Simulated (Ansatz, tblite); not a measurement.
# SbH2(SiH3) (SiSbH5): charged states by level of theory

One table from this session's results is given with a row withheld; the runs are named, their logs left out.

Method: as each input shows; program: Ansatz 0.2.0, Gaussian basis.

Plan: charge +1 doublet, at the geometry of the singlet (PBE0-D4/def2-TZVP, PBE-D4/def2-TZVP, r2SCAN-D4/def2-TZVP, CCSD(T)/def2-TZVPP); the starting singlet's energies come from earlier runs.

1 further run of the same task is left out (set aside as unsound or not needed).

**The relaxed structure**

The geometry is that of the singlet, from an earlier relaxation (r2SCAN-D4/def2-TZVP).

7 atoms, charge 0, spin multiplicity 1.

Atoms are counted from 1 here; the program's logs count them from 0.

Bond lengths: Sb1–H2 1.710 Å, Sb1–H3 1.709 Å, Sb1–Si4 2.579 Å, Si4–H5 1.484 Å, Si4–H6 1.485 Å, Si4–H7 1.485 Å. Angles: H2–Sb1–H3 91.0°, H2–Sb1–Si4 90.8°, H3–Sb1–Si4 91.2°, Sb1–Si4–H5 113.4°, Sb1–Si4–H6 108.5°, Sb1–Si4–H7 108.3°, H5–Si4–H6 109.0°, H5–Si4–H7 109.1°, H6–Si4–H7 108.5°.

Sb takes a core potential in the def2 sets. No spin-orbit coupling is included.

The first run:

in.yaml

```yaml
crystal:
  periodic: [false, false, false]
  atoms:
    - {symbol: Sb, position_ang: [0.614860, 1.115806, 1.148491]}
    - {symbol: H, position_ang: [2.010473, 1.040981, 0.163338]}
    - {symbol: H, position_ang: [-0.091921, 2.275486, 0.110299]}
    - {symbol: Si, position_ang: [-0.468665, -0.810607, -0.179804]}
    - {symbol: H, position_ang: [-0.475817, -0.583478, -1.646388]}
    - {symbol: H, position_ang: [-1.867913, -0.978492, 0.289347]}
    - {symbol: H, position_ang: [0.278982, -2.059685, 0.114717]}
basis:
  gaussian: {orbitals: def2-TZVP}
total_charge: 1
magnetization: {spin_polarized: true, initial_magnetization: 1}
hamiltonian: {xc: pbe0, dispersion: d4}
output: {orbitals: {seedname: orbitals}}
```

Launch:

```
$ ansatz run in.yaml --threads 4 --pin off --events-out ev --progress --plain --max-ram 3916MiB
```

Steps of the session up to this table: Charge +1 doublet at the fixed geometry, PBE0-D4/def2-TZVP; Charge +1 doublet at the fixed geometry, PBE-D4/def2-TZVP; Charge +1 doublet at the fixed geometry, r2SCAN-D4/def2-TZVP; Charge +1 doublet at the fixed geometry, CCSD(T)/def2-TZVPP.

One of the session's tables, all rows but one given; the rest of the session is left out.

| method | vertical ionisation energy (eV) |
| --- | --- |
| HF/def2-TZVPP | 8.38 |
| PBE-D4/def2-TZVP | 9.23 |
| r2SCAN-D4/def2-TZVP | 9.26 |
| PBE0-D4/def2-TZVP | 9.29 |
| MP2/def2-TZVPP | 9.35 |
| CCSD/def2-TZVPP | 9.25 |
| CCSD(T)/def2-TZVPP | ? |

**Question.** Estimate the row for CCSD(T)/def2-TZVPP.

The run gave: vertical ionisation energy (eV): 9.30. In the column «vertical ionisation energy (eV)» it lies between PBE0-D4/def2-TZVP (9.29) and MP2/def2-TZVPP (9.35).

Limits of these values: CCSD(T)/def2-TZVPP isn't at the basis-set limit; small misses against it rank nothing.
